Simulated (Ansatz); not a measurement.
**Cl3FH2Si2: basis-set convergence**

An exercise on one series of results from a longer session: the logs are not shown, and one member is left open.

Method: one geometry, several basis sets; program: Ansatz 0.2.0, Gaussian basis.

The runs, in order: PBE0-D4/def2-SVP; ωB97M-V/def2-SVP; PBE0-D4/def2-QZVPP; ωB97M-V/def2-QZVPP; the functionals' def2-TZVPP values are taken from earlier runs.

### The geometry

An earlier PBE0-D4 in a triple-zeta def2 set relaxation fixed the geometry.

SMILES `F[SiH2][Si](Cl)(Cl)Cl`, 8 atoms, charge 0, spin multiplicity 1.

Atoms are counted from 1 here; the program's logs count them from 0.

Bond lengths: F1–Si2 1.599 Å, Si2–Si3 2.339 Å, Si2–H7 1.483 Å, Si2–H8 1.483 Å, Si3–Cl4 2.039 Å, Si3–Cl5 2.044 Å, Si3–Cl6 2.039 Å. Angles: F1–Si2–Si3 109.3°, F1–Si2–H7 108.9°, F1–Si2–H8 108.9°, Si3–Si2–H7 109.4°, Si3–Si2–H8 109.4°, H7–Si2–H8 111.0°, Si2–Si3–Cl4 111.6°, Si2–Si3–Cl5 107.4°, Si2–Si3–Cl6 111.5°, Cl4–Si3–Cl5 108.8°, Cl4–Si3–Cl6 108.6°, Cl5–Si3–Cl6 108.8°.

The first run:

Contents of in.yaml:

```yaml
crystal:
  periodic: [false, false, false]
  atoms:
    - {symbol: F, position_ang: [-0.590307, -1.454846, 1.710229]}
    - {symbol: Si, position_ang: [0.445241, -1.019822, 0.571740]}
    - {symbol: Si, position_ang: [-0.361585, 0.883886, -0.522455]}
    - {symbol: Cl, position_ang: [-2.161609, 0.530219, -1.412206]}
    - {symbol: Cl, position_ang: [0.998663, 1.384359, -1.963704]}
    - {symbol: Cl, position_ang: [-0.566941, 2.454752, 0.760931]}
    - {symbol: H, position_ang: [1.749749, -0.707575, 1.203638]}
    - {symbol: H, position_ang: [0.578889, -2.128073, -0.404174]}
basis:
  gaussian: {orbitals: def2-SVP}
hamiltonian: {xc: pbe0, dispersion: d4}
output: {orbitals: {seedname: orbitals}}
```

Started as:

```sh
> ansatz run in.yaml --threads 4 --pin off --events-out ev --progress --plain --max-ram 10444MiB
```

Steps of the session up to this table: PBE0-D4 in def2-SVP; ωB97M-V in def2-SVP; PBE0-D4 in def2-QZVPP; ωB97M-V in def2-QZVPP.

One of the session's tables, all rows but one given; the rest of the session is left out.

It belongs to the step «Functionals by basis». 

```
functional       basis  HOMO (eV)
   PBE0-D4    def2-SVP      -8.53
   PBE0-D4  def2-TZVPP      -8.61
   PBE0-D4  def2-QZVPP      -8.64
   ωB97M-V    def2-SVP     -10.50
   ωB97M-V  def2-TZVPP          ?
   ωB97M-V  def2-QZVPP     -10.66
```

Estimate the missing values for ωB97M-V, def2-TZVPP.

**Answer.** HOMO (eV): -10.62. In the column «HOMO (eV)» it lies between ωB97M-V, def2-QZVPP (-10.66) and ωB97M-V, def2-SVP (-10.50).
